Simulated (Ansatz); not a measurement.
# C3H7Al: a ladder of functionals and wavefunction methods

How much do the methods differ for C3H7Al? The plan is to run it at one geometry with functionals of several rungs and with coupled cluster, and see how far each lands from CCSD(T) at the basis-set limit for the atomisation energy.

Computed with Ansatz 0.2.0, Gaussian basis. Level: functionals in def2-TZVPP, the program's frozen cores in correlated methods.

The runs, in order: LDA (SPW92), PBE-D4, revPBE-D4, BLYP-D4, r2SCAN-D4, B97M-V, PBE0-D4, B3LYP-D4, r2SCANh-D4, r2SCAN0-D4, HSE06-D4, BHLYP-D4, CAM-B3LYP-D4, LC-ωPBE, ωB97X-V, ωB97M-V, B2PLYP, PBE-QIDH; CCSD(T)/def2-SVP; CCSD(T)/def2-TZVPP; MP2/def2-QZVPP; extrapolation to the limit; RPA on PBE.

**1. Structure used throughout**

An earlier PBE0-D4 in a triple-zeta def2 set relaxation fixed the geometry.

SMILES `C=[C](C)[AlH2]`, 11 atoms, charge 0, spin multiplicity 1.

Atoms are counted from 1 here; the program's logs count them from 0.

Bond lengths: C1–C2 1.338 Å, C1–H5 1.087 Å, C1–H6 1.091 Å, C2–C3 1.501 Å, C2–Al4 1.947 Å, C3–H7 1.095 Å, C3–H8 1.095 Å, C3–H9 1.095 Å, Al4–H10 1.588 Å, Al4–H11 1.590 Å. Angles: C2–C1–H5 122.1°, C2–C1–H6 122.2°, H5–C1–H6 115.7°, C1–C2–C3 120.8°, C1–C2–Al4 114.8°, C3–C2–Al4 124.4°, C2–C3–H7 111.2°, C2–C3–H8 111.3°, C2–C3–H9 112.0°, H7–C3–H8 106.0°, H7–C3–H9 108.0°, H8–C3–H9 108.0°, C2–Al4–H10 117.3°, C2–Al4–H11 121.7°, H10–Al4–H11 121.0°.

As a file:

```xyz
11
C3H7Al
C    -0.2965    1.4473   -0.0494
C    -0.0415    0.1368    0.0401
C    -0.3691   -0.6252    1.2907
Al    0.7656   -0.6493   -1.5483
H    -0.0684    2.0204   -0.9447
H    -0.7460    2.0096    0.7708
H    -1.0687   -1.4417    1.0859
H     0.5244   -1.0934    1.7156
H    -0.8130    0.0167    2.0585
H     1.0353    0.3145   -2.7815
H     1.1432   -2.1926   -1.6172
```

**2. LDA**

This LDA is Slater exchange with PW92 correlation.

Input file in.yaml:

```yaml
crystal:
  periodic: [false, false, false]
  atoms:
    - {symbol: C, position_ang: [-0.296458, 1.447305, -0.049378]}
    - {symbol: C, position_ang: [-0.041495, 0.136769, 0.040121]}
    - {symbol: C, position_ang: [-0.369058, -0.625223, 1.290737]}
    - {symbol: Al, position_ang: [0.765587, -0.649334, -1.548308]}
    - {symbol: H, position_ang: [-0.068427, 2.020355, -0.944709]}
    - {symbol: H, position_ang: [-0.746046, 2.009614, 0.770768]}
    - {symbol: H, position_ang: [-1.068687, -1.441701, 1.085877]}
    - {symbol: H, position_ang: [0.524447, -1.093365, 1.715603]}
    - {symbol: H, position_ang: [-0.812991, 0.016732, 2.058452]}
    - {symbol: H, position_ang: [1.035283, 0.314463, -2.781511]}
    - {symbol: H, position_ang: [1.143244, -2.192614, -1.617152]}
basis:
  gaussian: {orbitals: def2-TZVPP}
hamiltonian: {xc: lda}
output: {orbitals: {seedname: orbitals}}
```

The run is started by

```bash
$ ansatz run in.yaml --threads 2 --pin off --events-out ev --progress --plain --max-ram 4352MiB
```

Further steps of the session: PBE-D4 (GGA); revPBE-D4 (GGA); BLYP-D4 (GGA); r2SCAN-D4 (meta-GGA); B97M-V (meta-GGA); PBE0-D4 (hybrid); B3LYP-D4 (hybrid); r2SCANh-D4 (hybrid); r2SCAN0-D4 (hybrid); HSE06-D4 (hybrid); BHLYP-D4 (hybrid); CAM-B3LYP-D4 (range-separated); LC-ωPBE (range-separated); ωB97X-V (range-separated); ωB97M-V (range-separated); B2PLYP (double hybrid); PBE-QIDH (double hybrid); CCSD(T) in def2-SVP; CCSD(T) in def2-TZVPP; MP2 in def2-QZVPP; RPA on PBE orbitals.

Before running them: what should the planned runs give, taken together? Wanted: atomisation energy, CCSD(T)/CBS; farthest beyond LDA; mean size of error, GGA; mean size of error, meta-GGA; mean size of error, hybrid; mean size of error, range-separated; mean size of error, double hybrid; gap, smallest and largest; T1 diagnostic.

The runs gave:

| quantity | value |
| --- | --- |
| atomisation energy, CCSD(T)/CBS | 4021.4 kJ/mol |
| functionals within 20.1 kJ/mol (0.5 %) | BLYP-D4, r2SCAN-D4, PBE0-D4, B3LYP-D4, r2SCANh-D4, HSE06-D4, CAM-B3LYP-D4, LC-ωPBE, ωB97X-V, ωB97M-V, PBE-QIDH |
| farthest beyond LDA | BHLYP-D4 (-77.4 kJ/mol) |
| mean size of error, GGA | 31.1 kJ/mol |
| mean size of error, meta-GGA | 23.2 kJ/mol |
| mean size of error, hybrid | 23.5 kJ/mol |
| mean size of error, range-separated | 12.1 kJ/mol |
| mean size of error, double hybrid | 25.7 kJ/mol |
| gap, smallest and largest | 4.02 eV (LDA (SPW92)), 10.81 eV (LC-ωPBE) |
| T1 diagnostic | 0.0105 |
| triples share of the correlation energy | 4.0 % |

The LDA atomisation energy is off by 496.4 kJ/mol (12 %): it overbinds. PBE-D4 is off by +53.3 kJ/mol. Double hybrids carry the basis error of their MP2 part in triple zeta, and no dispersion term here, so their miss is partly the set-up's. By mean error the best rung here is range-separated (12.1 kJ/mol) and the worst beyond LDA is GGA (31.1 kJ/mol). The reference freezes the cores and leaves out relativity and excitations past (T), so misses under about 20.1 kJ/mol can't be ranked. Hartree-Fock recovers 76 % of the binding; the rest is correlation. CCSD(T) in def2-SVP is off by -158.6 kJ/mol, worse than the median functional, from the basis alone. Orbital gaps span 4.0 to 10.8 eV; exact exchange widens them.
